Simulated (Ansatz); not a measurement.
# CaMn2Bi2: the cost of one run

Computed with Ansatz 0.2.0 (DFT PBE, scalar-relativistic, plane waves, PAW, unless a step's input says otherwise).

## 1. The structure to begin with

The structure is trigonal, space group P-3m1 (No. 164). Conventional cell: a = 4.604 Å, b = 4.604 Å, c = 7.772 Å, α = 90.00°, β = 90.00°, γ = 120.00°. Ca (site symmetry -3m) has 6 Bi at 3.29 Å as nearest neighbours. Around Mn (site symmetry 3m) lie 4 Bi at 2.85 to 2.87 Å and 3 Mn at 3.23 Å. Around Bi (site symmetry 3m) lie 4 Mn at 2.85 to 2.87 Å.

Coordinates:

```cif
data_structure
_symmetry_space_group_name_H-M 'P 1'
_symmetry_Int_Tables_number 1
_cell_length_a 4.6042
_cell_length_b 4.6042
_cell_length_c 7.7722
_cell_angle_alpha 90.000
_cell_angle_beta 90.000
_cell_angle_gamma 120.000
_cell_volume 142.69
loop_
_atom_site_label
_atom_site_type_symbol
_atom_site_fract_x
_atom_site_fract_y
_atom_site_fract_z
_atom_site_occupancy
Ca1 Ca 0.00000 0.00000 0.00000 1
Mn1 Mn 0.66667 0.33333 0.61846 1
Mn2 Mn 0.33333 0.66667 0.38154 1
Bi1 Bi 0.66667 0.33333 0.24938 1
Bi2 Bi 0.33333 0.66667 0.75062 1
```

An earlier run at PBE left this cell at 28.538 Å³/atom and 0.00 GPa (10×10×6 mesh).

## 2. Antiferromagnetic, in the cell as typed

Contents of input.yaml:

```yaml
crystal:
  lattice:
    - [4.6042488155, 0.0, 0.0]
    - [-2.3021244078, 3.9873964395, 0.0]
    - [0.0, 0.0, 7.7721565806]
  atoms:
    - { symbol: Ca, position: [0.0, 0.0, 0.0] }
    - { symbol: Mn, position: [0.6666666667, 0.3333333333, 0.6184602667], spin: 3.5 }
    - { symbol: Mn, position: [0.3333333333, 0.6666666667, 0.3815397333], spin: -3.5 }
    - { symbol: Bi, position: [0.6666666667, 0.3333333333, 0.2493781959] }
    - { symbol: Bi, position: [0.3333333333, 0.6666666667, 0.7506218041] }
basis:
  ecutwfc: 420
  ecutrho_ratio: 4
kpoints:
  mp_grid: { grid: [10, 10, 6] }
hamiltonian:
  xc: pbe
scf:
  occupations: { method: gaussian, width: 0.05 }
  lower_state_search: "off"
output:
  forces: true
  stress: true
  eigenvalues: true
  populations: true
magnetization:
  spin_polarized: true
```

Run with:

```
$ ansatz run input.yaml --threads 4 --pin off --max-ram 10240MiB --backend cpu --events-out ev --progress --plain --runs-dir out
```

Q: Estimate wall time and peak memory on 4 threads of Arm Neoverse V2, shared host.

About 50 s, with a peak of 0.94 GiB.
